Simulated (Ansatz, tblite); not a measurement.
# C20H12F6S3: one state, many levels

How do method and basis change the picture of C20H12F6S3 (singlet)?

Program: Ansatz 0.2.0, Gaussian basis. Level of theory: as each input shows. These are calculated values, not measurements.

The runs, in order: GFN1-xTB, GFN2-xTB, PBE-D4/def2-TZVP, r2SCAN-D4/def2-TZVP, BHLYP-D4/def2-TZVP, revPBE-D4/def2-TZVP, BLYP-D4/def2-TZVP, PBE-D4/def2-SVP, PBE0-D4/def2-SVP, HF/STO-3G, MP2/def2-SVP, RPA/def2-SVP.

**1. The geometry**

The geometry is that of the singlet, from an earlier relaxation (PBE-D4/def2-SVP).

SMILES `FC(F)(F)Sc1ccc(Sc2ccc(Sc3ccc(C(F)(F)F)cc3)cc2)cc1`, 41 atoms, charge 0, spin multiplicity 1.

Bond lengths: F1–C2 1.350 Å, C2–F3 1.344 Å, C2–F4 1.348 Å, C2–S5 1.836 Å, S5–C6 1.789 Å, C6–C7 1.409 Å, C6–C29 1.407 Å, C7–C8 1.398 Å, C7–H30 1.100 Å, C8–C9 1.411 Å, C8–H31 1.100 Å, C9–S10 1.780 Å, C9–C28 1.410 Å, S10–C11 1.781 Å, C11–C12 1.408 Å, C11–C27 1.413 Å, C12–C13 1.402 Å, C12–H32 1.100 Å and more. Angles: F1–C2–F3 108.6°, F1–C2–F4 107.0°, F1–C2–S5 112.5°, F3–C2–F4 108.7°, F3–C2–S5 107.6°, F4–C2–S5 112.4°, C2–S5–C6 97.9°, S5–C6–C7 120.1°, S5–C6–C29 119.9°, C7–C6–C29 119.9°, C6–C7–C8 120.2°, C6–C7–H30 119.5°, C8–C7–H30 120.3°, C7–C8–C9 119.9°, C7–C8–H31 120.0°, C9–C8–H31 120.1°, C8–C9–S10 122.7°, C8–C9–C28 119.8° and more.

PBE0-D4/def2-TZVP was run before; its log isn't repeated, and its numbers join the tables.

**2. GFN1-xTB**

Tight binding, by tblite at 300 K electronic temperature and without a spin-polarisation term:

```python
tblite.interface.Calculator('GFN1-xTB', numbers, positions, charge=0, uhf=0).singlepoint()
```

Energy -2467.5566 eV, HOMO -11.26 eV, LUMO -8.30 eV; 0.096 s.

**3. GFN2-xTB**

Tight binding, by tblite at 300 K electronic temperature and without a spin-polarisation term:

```python
tblite.interface.Calculator('GFN2-xTB', numbers, positions, charge=0, uhf=0).singlepoint()
```

Energy -2368.7937 eV, HOMO -10.50 eV, LUMO -7.95 eV; 0.097 s.

**4. PBE-D4/def2-TZVP**

start.molden holds the orbitals of an earlier run on this state, given as this run's starting guess.

in.yaml

```yaml
crystal:
  periodic: [false, false, false]
  atoms:
    - {symbol: F, position_ang: [5.526488, 2.078161, 1.466031]}
    - {symbol: C, position_ang: [6.424529, 2.374045, 0.502533]}
    - {symbol: F, position_ang: [7.415472, 3.098752, 1.049193]}
    - {symbol: F, position_ang: [5.786588, 3.134321, -0.409424]}
    - {symbol: S, position_ang: [7.177131, 0.873261, -0.240196]}
    - {symbol: C, position_ang: [5.677616, 0.135384, -0.877907]}
    - {symbol: C, position_ang: [4.879832, -0.676001, -0.046873]}
    - {symbol: C, position_ang: [3.713083, -1.262137, -0.546723]}
    - {symbol: C, position_ang: [3.323157, -1.027264, -1.882715]}
    - {symbol: S, position_ang: [1.894941, -1.795388, -2.616344]}
    - {symbol: C, position_ang: [0.700926, -1.804507, -1.295040]}
    - {symbol: C, position_ang: [-0.135413, -2.931014, -1.173076]}
    - {symbol: C, position_ang: [-1.158850, -2.947956, -0.214510]}
    - {symbol: C, position_ang: [-1.331326, -1.856520, 0.655724]}
    - {symbol: S, position_ang: [-2.566728, -1.948853, 1.939429]}
    - {symbol: C, position_ang: [-3.686608, -0.631484, 1.518085]}
    - {symbol: C, position_ang: [-4.589000, -0.222271, 2.524802]}
    - {symbol: C, position_ang: [-5.530858, 0.775572, 2.261276]}
    - {symbol: C, position_ang: [-5.579234, 1.388825, 0.996143]}
    - {symbol: C, position_ang: [-6.551134, 2.511820, 0.741271]}
    - {symbol: F, position_ang: [-6.052718, 3.707876, 1.151191]}
    - {symbol: F, position_ang: [-7.717991, 2.326222, 1.406822]}
    - {symbol: F, position_ang: [-6.845287, 2.638079, -0.575604]}
    - {symbol: C, position_ang: [-4.682042, 0.981471, -0.005383]}
    - {symbol: C, position_ang: [-3.744282, -0.026116, 0.246458]}
    - {symbol: C, position_ang: [-0.477693, -0.737053, 0.547521]}
    - {symbol: C, position_ang: [0.513695, -0.698761, -0.435773]}
    - {symbol: C, position_ang: [4.123268, -0.216168, -2.713704]}
    - {symbol: C, position_ang: [5.299922, 0.356113, -2.214795]}
    - {symbol: H, position_ang: [5.186975, -0.851362, 0.994324]}
    - {symbol: H, position_ang: [3.101482, -1.907309, 0.100465]}
    - {symbol: H, position_ang: [0.016356, -3.797057, -1.834646]}
    - {symbol: H, position_ang: [-1.825088, -3.819135, -0.129910]}
    - {symbol: H, position_ang: [-4.546559, -0.689591, 3.520425]}
    - {symbol: H, position_ang: [-6.236123, 1.085073, 3.046148]}
    - {symbol: H, position_ang: [-4.728245, 1.448664, -0.999683]}
    - {symbol: H, position_ang: [-3.057926, -0.346302, -0.549859]}
    - {symbol: H, position_ang: [-0.609230, 0.115081, 1.230898]}
    - {symbol: H, position_ang: [1.158576, 0.187060, -0.530752]}
    - {symbol: H, position_ang: [3.810939, -0.022553, -3.750941]}
    - {symbol: H, position_ang: [5.921358, 0.999024, -2.854900]}
basis:
  gaussian: {orbitals: def2-TZVP, fitting: {mean_field: def2-universal-jkfit}, initial_orbitals: start.molden}
hamiltonian: {xc: pbe, dispersion: d4}
scf: {omitted_lower_state_checks: [starts]}
output: {forces: true, orbitals: {seedname: orbitals}}
```

Run with:

```
$ ansatz run in.yaml --threads 2 --pin off --events-out ev --progress --plain --max-ram 22528MiB --backend cuda --devices 0, --max-vram 18GiB
```

After this run come: r2SCAN-D4/def2-TZVP; BHLYP-D4/def2-TZVP; revPBE-D4/def2-TZVP; BLYP-D4/def2-TZVP; PBE-D4/def2-SVP; PBE0-D4/def2-SVP; HF/STO-3G; MP2/def2-SVP; RPA/def2-SVP.

Q: Predict the results of all the runs planned. Wanted: gap in def2-TZVP, named functionals, smallest and largest; correlation energy, MP2/def2-SVP; binding an atom, functionals in def2-TZVP; PBE0 total energy, smallest basis above largest.

The runs gave:

```
                                                 quantity                                 value
gap in def2-TZVP, named functionals, smallest and largest  2.90 eV (PBE-D4), 6.45 eV (BHLYP-D4)
                         correlation energy, MP2/def2-SVP                            -111.10 eV
                binding an atom, functionals in def2-TZVP   4.76 (BHLYP-D4) to 5.23 eV (PBE-D4)
          PBE0 total energy, smallest basis above largest        52.90 eV (def2-SVP, def2-TZVP)
```

In words: Orbital gaps of the named functionals in def2-TZVP span 2.90 eV (PBE-D4) to 6.45 eV (BHLYP-D4); exact exchange widens it.
